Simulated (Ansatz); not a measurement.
# LaGaO3: how the settings move a single-point run

Aim: see which settings change the result for LaGaO3, by how much, and at what cost.

Method: reference: DFT, PBEsol, PAW with Ansatz's default frozen-core files, scalar-relativistic, in Ansatz 0.2.0.

### 1 The structure to begin with

The structure is cubic, space group Pm-3m (No. 221). The conventional cell has a = 3.913 Å, b = 3.913 Å, c = 3.913 Å, α = 90.00°, β = 90.00°, γ = 90.00°. Around La (site symmetry m-3m) lie 12 O at 2.77 Å. Ga (site symmetry m-3m) has 6 O at 1.96 Å as nearest neighbours. Around O (site symmetry 4/mmm) lie 2 Ga at 1.96 Å and 4 La at 2.77 Å.

As a file:

```
CELL_PARAMETERS angstrom
3.91346 0.00000 0.00000
0.00000 3.91346 0.00000
0.00000 0.00000 3.91346
ATOMIC_POSITIONS crystal
La 0.50000 0.50000 0.50000
Ga 0.00000 0.00000 0.00000
O 0.00000 0.50000 0.00000
O 0.00000 0.00000 0.50000
O 0.50000 0.00000 0.00000
```

### 2 Baseline

Contents of input.yaml:

```yaml
crystal:
  lattice:
    - [3.913456, 0.0, 0.0]
    - [0.0, 3.913456, 0.0]
    - [0.0, 0.0, 3.913456]
  atoms:
    - { symbol: La, position: [0.5, 0.5, 0.5] }
    - { symbol: Ga, position: [0.0, 0.0, 0.0] }
    - { symbol: O, position: [0.0, 0.5, 0.0] }
    - { symbol: O, position: [0.0, 0.0, 0.5] }
    - { symbol: O, position: [0.5, 0.0, 0.0] }
kpoints:
  mp_grid: { grid: [6, 6, 6] }
  band_path:
    path:
      - [0.0, 0.0, 0.0]
      - [0.0, 0.5, 0.0]
      - [0.5, 0.5, 0.0]
      - [0.0, 0.0, 0.0]
      - [0.5, 0.5, 0.5]
      - [0.0, 0.5, 0.0]
      - [0.5, 0.5, 0.5]
      - [0.5, 0.5, 0.0]
    npoints: 14
scf:
  occupations: { method: fermi_dirac, width: 0.01 }
hamiltonian:
  xc: pbesol
  pseudopotentials: { kind: paw }
output:
  forces: true
  stress: true
  eigenvalues: true
  efg: { contact_densities: true }
  populations: true
  bader: true
  dos: { projected: true, de: 0.2, e_range: [-14, 8] }
  write_density: true
  write_potential: true
  elf: true
  volumetric_format: npy
```

Run with:

```console
ansatz run input.yaml --threads 2 --pin off --max-ram 6144MiB --backend cpu --events-out ev --progress --plain --runs-dir out
```

### 3 Changing settings: lower_state_search standard

Changes to input.yaml since step 2:

```diff
@@ -26,2 +26,3 @@
   occupations: { method: fermi_dirac, width: 0.01 }
+  lower_state_search: standard
 hamiltonian:
@@ -35,7 +36 @@
   populations: true
-  bader: true
-  dos: { projected: true, de: 0.2, e_range: [-14, 8] }
-  write_density: true
-  write_potential: true
-  elf: true
-  volumetric_format: npy
```

### 4 Changing settings: occupations.width 0.025, mixing.algorithm msr1, mixing.beta 0.05

Changes to input.yaml since step 2:

```diff
@@ -25,3 +25,4 @@
 scf:
-  occupations: { method: fermi_dirac, width: 0.01 }
+  occupations: { method: fermi_dirac, width: 0.025 }
+  mixing: { algorithm: msr1, beta: 0.05 }
 hamiltonian:
@@ -35,7 +36 @@
   populations: true
-  bader: true
-  dos: { projected: true, de: 0.2, e_range: [-14, 8] }
-  write_density: true
-  write_potential: true
-  elf: true
-  volumetric_format: npy
```

**Question.** What will these runs give? Wanted: for each run, ending; energy change; pressure; gap; force.

As calculated:

| run | ending | energy change | pressure (GPa) | gap (eV) | force (eV/Å) | cycles | time |
| --- | --- | --- | --- | --- | --- | --- | --- |
| reference | converged | 0 | -6.7 | 3.28 | 0.00 | 7 | 30 s |
| 1: lower_state_search standard | converged | 0.0 meV/atom | -6.7 | 3.28 | 0.00 | 7 | 5 s |
| 2: occupations.width 0.025, mixing.algorithm msr1, mixing.beta 0.05 | converged | 0.0 meV/atom (σ→0) | -6.7 | 3.28 | 0.00 | 8 | 5.1 s |

Times don't compare one to one where runs were asked for different outputs or read a saved state (see the inputs); cycles may leave out searches for a lower state.

Residual by cycle in the longest SCF loop of each run; runs are numbered as in the table. The quantity is the density residual dr2, in eV.

| cycle | reference | run 1 | run 2 |
| --- | --- | --- | --- |
| 1 | 0.192 | 0.192 | 0.192 |
| 2 | 0.00461 | 0.00461 | 0.152 |
| 3 | 7.9e-4 | 7.9e-4 | 0.00135 |
| 4 | 5.9e-5 | 5.9e-5 | 5.9e-4 |
| 5 | 6.4e-6 | 6.4e-6 | 1.6e-5 |
| 6 | 2.7e-7 | 2.7e-7 | 2.9e-6 |
| 7 | 1.9e-8 | 1.9e-8 | 1.6e-7 |
| 8 | - | - | 3.3e-8 |

What this shows: Of the converged runs whose energies compare with the reference's, none moves it noticeably. The gap of the reference lacks spin-orbit coupling, though the cell holds La.

The gaps are Kohn-Sham values of a semilocal functional, not quasiparticle or optical gaps. Such gaps usually fall short of the measured ones.
